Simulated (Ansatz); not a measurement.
I need a series of slab calculations of Mg, space group Fm-3m. Use Ansatz 0.2.0, Python API. Level of theory (first run): LDA, PAW, cutoff 550 eV, 6×6×1 k-points, cold smearing of 0.05 eV.

```
CELL_PARAMETERS angstrom
0.00000 2.24426 2.24426
2.24426 0.00000 2.24426
2.24426 2.24426 0.00000
ATOMIC_POSITIONS crystal
Mg 0.00000 0.00000 0.00000
```

The script, `mg.py`:
```python
import warnings

import ansatz as az
from ase import Atoms
from ase.build import surface
import numpy as np
from tabulate import tabulate

warnings.simplefilter("ignore", az.DeckWarning)

atoms = Atoms(
    ["Mg"],
    scaled_positions=[
        [0.0, 0.0, 0.0],
    ],
    cell=[
        [0.0, 2.244256, 2.244256],
        [2.244256, 0.0, 2.244256],
        [2.244256, 2.244256, 0.0],
    ],
    pbc=True,
)
rows = []
for value in [0.0, 0.1, 0.2, 0.3]:
    slab = surface(atoms, (1, 0, 0), 2, vacuum=6.0)
    slab.pbc = True
    job = (
        az.Crystal.from_ase(slab).calculation()
        .functional("lda")
        .basis(550)
        .occupations("cold", width=0.05)
        .kpoints(6, 6, 1)
        .electric_field(axis=3, dipole_correction=True, amplitude=value)
    )
    r = job.run().report
    face = r["work_function"]
    rows.append((value, len(slab), r["free_energy_ev"], face["dipole_moment_e_ang"], face.get("phi_plus_ev"), face.get("phi_minus_ev")))

print(tabulate(rows, headers=["field (V/A)", "atoms", "F (eV)", "dipole (e A)", "phi upper (eV)", "phi lower (eV)"], floatfmt=".4f", missingval="-"))
print(f"induced dipole per field: {np.polyfit([row[0] for row in rows], [row[3] for row in rows], 1)[0]:.3f} e A^2/V")
```

```console
$ python mg.py
RunWarning: efield: at this solve's end the planar-averaged density reaches 9.63e-5 e/Å³ inside the ramp window [0.8815, 0.1185] (bound 1e-5 e/Å³); the window's nearer edge stands 4.27 Å from this solve's nearest atom along the axis. Its work functions, free energy, forces, stress, dipole, levels and responses can be off, and this figure does not tell by how much. A short vacuum, a low `basis.ecutwfc` or `basis.ecutrho_ratio` and negative occupations (`scf.occupations.method`) can put density there. See the manual's quickstart, § The vacuum guard
  field (V/A)    atoms      F (eV)    dipole (e A)    phi upper (eV)    phi lower (eV)
-------------  -------  ----------  --------------  ----------------  ----------------
       0.0000        2  -3802.3422         -0.0002            4.2815            4.2765
       0.1000        2  -3802.3438          0.0318            -                 -
       0.2000        2  -3802.3486          0.0637            -                 -
       0.3000        2  -3802.3565          0.0957            -                 -
induced dipole per field: 0.320 e A^2/V
```
(Warnings from the package without file and line, repeats left out.)

Absolute energies stand on the zero of these potentials, so only differences at equal settings mean something. A total without «per atom» is that of the cell as typed. The density doesn't vanish in the vacuum (a short gap or a low cutoff), which blurs the vacuum level. The mesh is modest for a metal, so energies can be off by several to tens of meV an atom and pressures by half a GPa or more; differences at equal mesh fare better. This isn't the structure that Mg takes at ambient conditions. The slabs are thin, unrelaxed cuts of the structure as given, on a modest mesh, so the surface energy isn't converged; Miller indices refer to the cell as typed, and unlike faces give only a mean. The script silences the warnings on its input, which a real study should read. Wall time of the script: 8.4 s on 1 thread of Arm Neoverse V1, on a shared host, peak memory 0.43 GiB.

(Lines on the test bed's own set-up are left out of the output.)
